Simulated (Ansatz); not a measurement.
**C2H4AlN: taking an electron away**

One table from this session's results is given with a row withheld; the runs are named, their logs left out.

The runs use Ansatz 0.2.0, Gaussian basis; unrestricted cation, the program's frozen cores in correlated methods.

Levels to be run: UKS PBE-D4/def2-TZVPP; UKS r2SCAN-D4/def2-TZVPP; UKS PBE0-D4/def2-TZVPP; UKS B3LYP-D4/def2-TZVPP; UKS wB97X-V/def2-TZVPP; UKS wB97M-V/def2-TZVPP; UKS B2PLYP/def2-TZVPP; UHF-MP2/def2-TZVPP; UHF-MP2/def2-QZVPP; then −ε(HOMO) from the neutral's earlier runs with LDA (SPW92), PBE-D4, revPBE-D4, BLYP-D4, r2SCAN-D4, B97M-V, PBE0-D4, B3LYP-D4, r2SCANh-D4, r2SCAN0-D4, HSE06-D4, BHLYP-D4, CAM-B3LYP-D4, LC-ωPBE, ωB97X-V, ωB97M-V.

1 further run of the same task is left out (it didn't finish).

### The geometry

All runs share one geometry, relaxed beforehand with PBE0-D4 in a triple-zeta def2 set.

SMILES `C#[C][AlH][NH2]`, 8 atoms, charge 0, spin multiplicity 1.

Atoms are counted from 1 here; the program's logs count them from 0.

Bond lengths: C1–C2 1.210 Å, C1–H5 1.067 Å, C2–Al3 1.908 Å, Al3–N4 1.761 Å, Al3–H6 1.576 Å, N4–H7 1.007 Å, N4–H8 1.007 Å. Angles: C2–C1–H5 180.0°, C1–C2–Al3 178.8°, C2–Al3–N4 117.4°, C2–Al3–H6 122.6°, N4–Al3–H6 120.0°, Al3–N4–H7 124.6°, Al3–N4–H8 124.9°, H7–N4–H8 110.5°.

Set-up of the first run:

in.yaml

```yaml
crystal:
  periodic: [false, false, false]
  atoms:
    - {symbol: C, position_ang: [1.086520, 1.958167, -1.131732]}
    - {symbol: C, position_ang: [0.551279, 1.162973, -0.392639]}
    - {symbol: Al, position_ang: [-0.292767, -0.063630, 0.799900]}
    - {symbol: N, position_ang: [-0.635574, -1.680102, 0.191089]}
    - {symbol: H, position_ang: [1.558191, 2.658593, -1.783391]}
    - {symbol: H, position_ang: [-0.681870, 0.320361, 2.277869]}
    - {symbol: H, position_ang: [-0.417713, -1.999818, -0.738763]}
    - {symbol: H, position_ang: [-1.075966, -2.413644, 0.721870]}
basis:
  gaussian: {orbitals: def2-TZVPP}
total_charge: 1
magnetization: {spin_polarized: true, initial_magnetization: 1}
hamiltonian: {xc: pbe, dispersion: d4}
```

Launch:

```sh
$ ansatz run in.yaml --threads 2 --pin off --events-out ev --progress --plain --max-ram 4352MiB
```

Steps of the session up to this table: Cation, UKS PBE-D4/def2-TZVPP; Cation, UKS r2SCAN-D4/def2-TZVPP; Cation, UKS PBE0-D4/def2-TZVPP; Cation, UKS B3LYP-D4/def2-TZVPP; Cation, UKS wB97X-V/def2-TZVPP; Cation, UKS wB97M-V/def2-TZVPP; Cation, UKS B2PLYP (frozen core)/def2-TZVPP; Cation, UHF-MP2/def2-TZVPP; Cation, UHF-MP2/def2-QZVPP.

One of the session's tables, all rows but one given; the rest of the session is left out.

Orbital estimates, from the neutral's runs:

| functional | −ε(HOMO) (eV) |
| --- | --- |
| LDA (SPW92) | 6.41 |
| PBE-D4 | 6.22 |
| revPBE-D4 | 6.15 |
| BLYP-D4 | 6.08 |
| r2SCAN-D4 | 6.48 |
| B97M-V | 6.52 |
| PBE0-D4 | 7.56 |
| B3LYP-D4 | 7.31 |
| r2SCANh-D4 | 6.99 |
| r2SCAN0-D4 | ? |
| HSE06-D4 | 7.15 |
| BHLYP-D4 | 8.79 |
| CAM-B3LYP-D4 | 8.99 |
| LC-ωPBE | 10.44 |
| ωB97X-V | 10.02 |
| ωB97M-V | 9.92 |

**Question.** Estimate the row for r2SCAN0-D4.

Worked estimate for «−ε(HOMO) (eV)». Against the share of exact exchange, r2SCAN-D4 (0, 6.48), r2SCANh-D4 (0.1, 6.99) give a slope of 5.10 per unit share; at 0.25 the line stands at 7.75.

The run gave: −ε(HOMO) (eV): 7.75. In «−ε(HOMO) (eV)» the line misses by 0.00.
